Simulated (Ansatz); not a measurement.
# CH5ClFNSi: ladder of methods at one geometry in Python

Aim: a ladder of methods at one geometry, for CH5ClFNSi, run from a script. SMILES: NC(F)[SiH2]Cl.

All numbers are computed with the Python package of Ansatz 0.2.0. The levels of theory stand in the script.

## 1. Starting point

Bond lengths: N1–C2 1.422 Å, C2–F3 1.331 Å, C2–Si4 1.894 Å, Si4–Cl5 2.104 Å, N1–H6 1.003 Å, N1–H7 1.061 Å, C2–H8 1.047 Å, Si4–H9 1.421 Å, Si4–H10 1.494 Å. Angles (14 of 15 angles, heavy atoms first): N1–C2–F3 104.4°, N1–C2–Si4 114.9°, F3–C2–Si4 106.9°, C2–Si4–Cl5 106.9°, N1–C2–H8 110.8°, F3–C2–H8 106.7°, Si4–C2–H8 112.4°, C2–N1–H6 114.6°, C2–N1–H7 110.3°, C2–Si4–H9 112.4°, C2–Si4–H10 110.2°, Cl5–Si4–H9 107.2°, Cl5–Si4–H10 104.7°, H6–N1–H7 103.2°.

No structure file is read: the coordinates are typed or built in the script.

## 2. Script

The input, ch5clfnsi.py:

```python
# -*- coding: utf-8 -*-
"""One geometry of CH5ClFNSi, method by method."""

from pathlib import Path
import warnings

import ansatz as az
from ase import Atoms
import numpy as np

warnings.simplefilter("ignore", az.DeckWarning)

atoms = Atoms(["N", "C", "F", "Si", "Cl", "H", "H", "H", "H", "H"], positions=[
    (-0.2872, 1.0273, 1.1664),
    (-0.2181, -0.3274, 0.7406),
    (0.6963, -0.8775, 1.536),
    (0.3799, -0.5734, -1.0397),
    (-0.9973, 0.4129, -2.2883),
    (0.5887, 1.5149, 1.1533),
    (-0.8882, 1.592, 0.499),
    (-1.1204, -0.8228, 0.9313),
    (1.6526, 0.0157, -1.2707),
    (0.2769, -2.0127, -1.4249),
])
molecule = az.Crystal.molecule_from_ase(atoms)

calculation = molecule.calculation().basis(gaussian="def2-SVP")

print("functional    E (Ha)        dipole (D)   HOMO (eV)  LUMO (eV)")
for name in ["r2scan", "pbe", "b3lyp", "hf", "lc_wpbe", "r2scan0"]:
    data = calculation.functional(name).forces().orbitals().run(threads=1, backend="cpu", runs_dir="runs").report
    lines = Path(data["orbitals_path"]).read_text().splitlines()
    field_of = lambda key: [line.split("=")[1].strip() for line in lines if line.startswith(key)]
    orbitals = [(27.211386 * float(e), s, float(n)) for e, s, n in zip(field_of("Ene="), field_of("Spin="), field_of("Occup="))]
    homo = max(e for e, _, n in orbitals if n > 0.5)
    lumo = min(e for e, _, n in orbitals if n < 0.5)
    dipole = 4.803205 * np.linalg.norm(data["charge_distribution"]["dipole_moment_e_ang"])
    print(f"{name:10s} {data['free_energy_ev'] / 27.211386246:14.6f} {dipole:9.3f} {homo:11.3f} {lumo:10.3f}")
```

## 3. What the engine is handed

The engine receives this input (first run):

```yaml
crystal:
  periodic: [false, false, false]
  atoms:
    - { symbol: "N", position_ang: [-0.2872, 1.0273, 1.1664] }
    - { symbol: C, position_ang: [-0.2181, -0.3274, 0.7406] }
    - { symbol: F, position_ang: [0.6963, -0.8775, 1.536] }
    - { symbol: Si, position_ang: [0.3799, -0.5734, -1.0397] }
    - { symbol: Cl, position_ang: [-0.9973, 0.4129, -2.2883] }
    - { symbol: H, position_ang: [0.5887, 1.5149, 1.1533] }
    - { symbol: H, position_ang: [-0.8882, 1.592, 0.499] }
    - { symbol: H, position_ang: [-1.1204, -0.8228, 0.9313] }
    - { symbol: H, position_ang: [1.6526, 0.0157, -1.2707] }
    - { symbol: H, position_ang: [0.2769, -2.0127, -1.4249] }
basis:
  gaussian:
    orbitals: def2-SVP
hamiltonian:
  xc: r2scan
output:
  orbitals: {}
  forces: true
```

## 4. Launch

Launch:

```
$ python ch5clfnsi.py
```

The program printed:

```text
functional    E (Ha)        dipole (D)   HOMO (eV)  LUMO (eV)
r2scan        -944.881458     0.808      -5.748     -0.487
pbe           -944.475921     0.757      -5.399     -0.731
b3lyp         -945.066792     0.833      -6.607      0.020
hf            -942.734075     1.077     -10.513      3.794
lc_wpbe       -944.708643     0.925      -9.650      2.461
r2scan0       -944.853496     0.884      -7.117      0.294
```

Run time: 24 s. Hardware: 1 thread of Intel Xeon at 2.60GHz (Ice Lake), shared host; peak memory 0.31 GiB.

## 5. What changed from run to run

The engine's inputs for some of the other runs:

Run 2, against run 1:

```diff
@@ -18 +18 @@
-  xc: r2scan
+  xc: pbe
```

Run 4, against run 1:

```diff
@@ -18 +18 @@
-  xc: r2scan
+  xc: hf
```

Run 5, against run 1:

```diff
@@ -18 +18 @@
-  xc: r2scan
+  xc: lc_wpbe
```

## 6. What each run gave

One row for each of the 6 runs:

| run | functional | energy (eV) | SCF cycles | CPU time (s) |
| --- | --- | --- | --- | --- |
| 1 | r2scan | -25711.5343 | 19 | 4.8 |
| 2 | pbe | -25700.4991 | 18 | 2.6 |
| 3 | b3lyp | -25716.5775 | 17 | 3.7 |
| 4 | hf | -25653.1010 | 12 | 1.8 |
| 5 | lc_wpbe | -25706.8318 | 16 | 3.3 |
| 6 | r2scan0 | -25710.7734 | 18 | 6.5 |

Totals hang on method, basis and potentials, so only like runs compare.

The fields below are those of run 1.

## 7. Orbitals and fields

The fields below are evaluated on a grid from the run's orbitals.

Frontier orbitals at r2SCAN/def2-SVP, with the share of their density that lies nearest to each atom:

```
orbital  energy (eV)                                      lies on
 HOMO-1        -7.90                           Cl5 74 %; H10 12 %
   HOMO        -5.75                    N1 51 %; C2 11 %; Si4 9 %
   LUMO        -0.49  Si4 32 %; Cl5 18 %; H9, H10 about 15 % each
```

ELF in a plane through or near 4 of the atoms.

Values, 10 rows by 14 columns:
```
0.00 0.00 0.00 0.00 0.00 0.00 0.00 0.00 0.00 0.00 0.00 0.00 0.00 0.00
0.00 0.00 0.00 0.11 0.31 0.33 0.12 0.00 0.00 0.00 0.00 0.00 0.00 0.00
0.00 0.00 0.24 0.73 0.89 0.89 0.72 0.05 0.14 0.43 0.02 0.00 0.00 0.00
0.00 0.00 0.33 0.80 0.57 0.57 0.64 0.02 0.95 0.97 0.27 0.01 0.00 0.00
0.00 0.00 0.02 0.26 0.68 0.59 0.33 0.08 0.72 0.78 0.78 0.50 0.00 0.00
0.00 0.02 0.56 0.94 0.82 0.22 0.78 0.32 0.75 0.81 0.93 0.72 0.00 0.00
0.00 0.04 0.96 1.00 1.00 0.58 0.37 0.40 0.54 0.08 0.03 0.03 0.00 0.00
0.00 0.00 0.46 0.98 0.95 0.13 0.03 0.56 0.78 0.49 0.01 0.00 0.00 0.00
0.00 0.00 0.00 0.00 0.01 0.00 0.00 0.07 0.11 0.02 0.00 0.00 0.00 0.00
0.00 0.00 0.00 0.00 0.00 0.00 0.00 0.00 0.00 0.00 0.00 0.00 0.00 0.00
```
The map spans 9.7 Å across and 8.8 Å up, centred on the molecule. Atoms in the plane (x, y in Å): N1 (1.6, 0.3), C2 (0.5, -0.6), H7 (1.3, 1.3), H10 (-2.3, -1.0).

On the surface of density 0.002 e/bohr³ the electrostatic potential runs, from the 1st to the 99th percentile, from -1.30 V near N1 to 1.59 V near H6.

## 8. What came out

```
                                         quantity    value
                                    runs compared        6
HOMO-LUMO gap of the mean field (r2SCAN/def2-SVP)  5.26 eV
```

**Reading.** All 6 runs converged (12 to 19 cycles). Reading the output:
- The geometry is a force-field or estimated start, not a minimum of this method, and the basis set is short of its limit. A lower total doesn't mark the better method: functionals have no common bound, and MP2 and coupled cluster aren't variational.
- b3lyp holds the VWN-RPA fit, as in Gaussian; the form of ORCA and Turbomole is b3lyp5.
- Levels such as HOMO and LUMO are orbital energies: with these approximate functionals they aren't the ionisation energy and electron affinity, and their gap isn't the fundamental gap.
